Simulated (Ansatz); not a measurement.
# CH3ISSi, SMILES I[SiH]1CS1: a ladder of methods at one geometry

With Ansatz 0.2.0, Python API.

The cells in order, each with its output:

```python
from dataclasses import dataclass

import ansatz as az
```

```python
@dataclass(frozen=True)
class RunConfig:
    basis_set: str = "def2-SVP"
```

```python
opts = RunConfig()
```

```python
molecule = (
    az.Crystal.molecule()
    .atom("I", (-2.7614, -0.0099, -0.0722))
    .atom("Si", (-0.4874, 0.4715, -0.5472))
    .atom("C", (0.6859, -0.1731, 0.6171))
    .atom("S", (0.649, -1.4247, -0.5035))
    .atom("H", (-0.093, 1.1185, -1.8383))
    .atom("H", (1.6814, 0.3393, 0.6629))
    .atom("H", (0.3867, -0.3896, 1.6355))
)
```

```python
base = molecule.calculation().basis(gaussian=opts.basis_set)

methods = ["mp2", "ccsd", "ccsd_t"]
reports = [base.correlation(m).run().report for m in methods]
print(f"Hartree-Fock reference {reports[0]['reference_energy_ev'] / 27.211386246:.6f} Ha")
best = reports[-1]["free_energy_ev"] - reports[-1]["reference_energy_ev"]
for method, each in zip(methods, reports):
    gained = each["free_energy_ev"] - each["reference_energy_ev"]
    print(f"{method:8s} total {each['free_energy_ev'] / 27.211386246:.6f} Ha  correlation {gained:9.4f} eV  ({100 * gained / best:.1f} % of the last)")
```

    Hartree-Fock reference -1022.476704 Ha
    mp2      total -1022.958425 Ha  correlation  -13.1083 eV  (89.6 % of the last)
    ccsd     total -1022.996361 Ha  correlation  -14.1406 eV  (96.7 % of the last)
    ccsd_t   total -1023.014201 Ha  correlation  -14.6260 eV  (100.0 % of the last)

What to keep in mind:
- Total energies depend on the basis set; only differences at equal settings carry meaning.
- The geometry is a force-field or estimated start, not a minimum of this method, and the basis set is short of its limit. A lower total doesn't mark the better method: functionals have no common bound, and MP2 and coupled cluster aren't variational.
- def2 sets replace the cores of elements past krypton by effective core potentials.
- Inner cores stay frozen; a filled d shell under the valence of the heavier atoms is correlated with it.
- It ran for 36 s on 1 thread of Arm Neoverse N1 (shared host), peak memory 0.38 GiB.
